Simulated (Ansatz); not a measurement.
**Cl₂H₆O₈Si₂Sn: how energies converge with the basis set**

The task here is to estimate one member of a computed series from the others.

The runs use Ansatz 0.2.0, Gaussian basis; one geometry, several basis sets.

Levels to be run: PBE0-D4/def2-SVP; ωB97M-V/def2-SVP; PBE0-D4/def2-QZVPP; ωB97M-V/def2-QZVPP; the functionals' def2-TZVPP values are taken from earlier runs.

## Structure used throughout

All runs share one geometry, relaxed beforehand with PBE0-D4 in a triple-zeta def2 set. Sn takes the def2 core potential; no spin-orbit term is included.

SMILES `O[Si](O)(O)[O][Sn]([Cl])([Cl])[O][Si](O)(O)O`, 19 atoms, charge 0, spin multiplicity 1.

Atoms are counted from 1 here; the program's logs count them from 0.

Bond lengths: O1–Si2 1.617 Å, O1–H14 0.957 Å, Si2–O3 1.649 Å, Si2–O4 1.623 Å, Si2–O5 1.641 Å, O3–H15 0.964 Å, O4–H16 0.963 Å, O5–Sn6 1.928 Å, Sn6–Cl7 2.293 Å, Sn6–Cl8 2.276 Å, Sn6–O9 1.932 Å, O9–Si10 1.626 Å, Si10–O11 1.620 Å, Si10–O12 1.631 Å, Si10–O13 1.652 Å, O11–H17 0.958 Å, O12–H18 0.969 Å, O13–H19 0.959 Å. Angles: Si2–O1–H14 118.2°, O1–Si2–O3 112.4°, O1–Si2–O4 106.2°, O1–Si2–O5 110.2°, O3–Si2–O4 109.6°, O3–Si2–O5 107.3°, O4–Si2–O5 111.2°, Si2–O3–H15 115.2°, Si2–O4–H16 116.9°, Si2–O5–Sn6 126.9°, O5–Sn6–Cl7 107.0°, O5–Sn6–Cl8 112.2°, O5–Sn6–O9 109.5°, Cl7–Sn6–Cl8 110.7°, Cl7–Sn6–O9 108.4°, Cl8–Sn6–O9 109.1°, Sn6–O9–Si10 128.0°, O9–Si10–O11 106.3° and more.

Set-up of the first run:

in.yaml reads:

```yaml
crystal:
  periodic: [false, false, false]
  atoms:
    - {symbol: O, position_ang: [-1.984451, 2.614843, -1.579221]}
    - {symbol: Si, position_ang: [-1.020256, 1.513402, -0.891261]}
    - {symbol: O, position_ang: [-0.396490, 0.452439, -1.988313]}
    - {symbol: O, position_ang: [0.186169, 2.342866, -0.190785]}
    - {symbol: O, position_ang: [-1.858896, 0.637406, 0.214408]}
    - {symbol: Sn, position_ang: [-1.177560, -0.111573, 1.855005]}
    - {symbol: Cl, position_ang: [-2.270511, -2.099501, 2.188466]}
    - {symbol: Cl, position_ang: [-1.483824, 1.282742, 3.627072]}
    - {symbol: O, position_ang: [0.709232, -0.479731, 1.660549]}
    - {symbol: Si, position_ang: [1.476344, -1.123387, 0.379610]}
    - {symbol: O, position_ang: [2.675046, -2.034811, 0.977491]}
    - {symbol: O, position_ang: [2.059401, 0.017948, -0.629727]}
    - {symbol: O, position_ang: [0.380976, -1.970823, -0.521825]}
    - {symbol: H, position_ang: [-2.850119, 2.334677, -1.876741]}
    - {symbol: H, position_ang: [-0.591056, -0.476318, -1.818266]}
    - {symbol: H, position_ang: [1.049748, 1.917390, -0.163835]}
    - {symbol: H, position_ang: [3.446622, -2.160768, 0.423387]}
    - {symbol: H, position_ang: [1.513111, 0.163636, -1.417222]}
    - {symbol: H, position_ang: [0.094714, -2.824936, -0.192393]}
basis:
  gaussian: {orbitals: def2-SVP}
hamiltonian: {xc: pbe0, dispersion: d4}
output: {orbitals: {seedname: orbitals}}
```

Run with:

```bash
> ansatz run in.yaml --threads 11 --pin off --events-out ev --progress --plain --max-ram 174080MiB --backend cpu
```

Among the steps run: PBE0-D4 in def2-SVP; ωB97M-V in def2-SVP; PBE0-D4 in def2-QZVPP; ωB97M-V in def2-QZVPP.

One of the session's tables, all rows but one given; the rest of the session is left out.

It belongs to the step «Functionals by basis». 

| functional | basis | HOMO (eV) | LUMO (eV) |
| --- | --- | --- | --- |
| PBE0-D4 | def2-SVP | -9.08 | -2.45 |
| PBE0-D4 | def2-TZVPP | -9.30 | -2.56 |
| PBE0-D4 | def2-QZVPP | ? | ? |
| ωB97M-V | def2-SVP | -11.50 | -0.29 |
| ωB97M-V | def2-TZVPP | -11.75 | -0.51 |
| ωB97M-V | def2-QZVPP | -11.80 | -0.62 |

**Question.** Estimate the row for PBE0-D4, def2-QZVPP.

As computed: HOMO (eV): -9.35; LUMO (eV): -2.60. In the column «HOMO (eV)» it lies between ωB97M-V, def2-SVP (-11.50) and PBE0-D4, def2-TZVPP (-9.30).
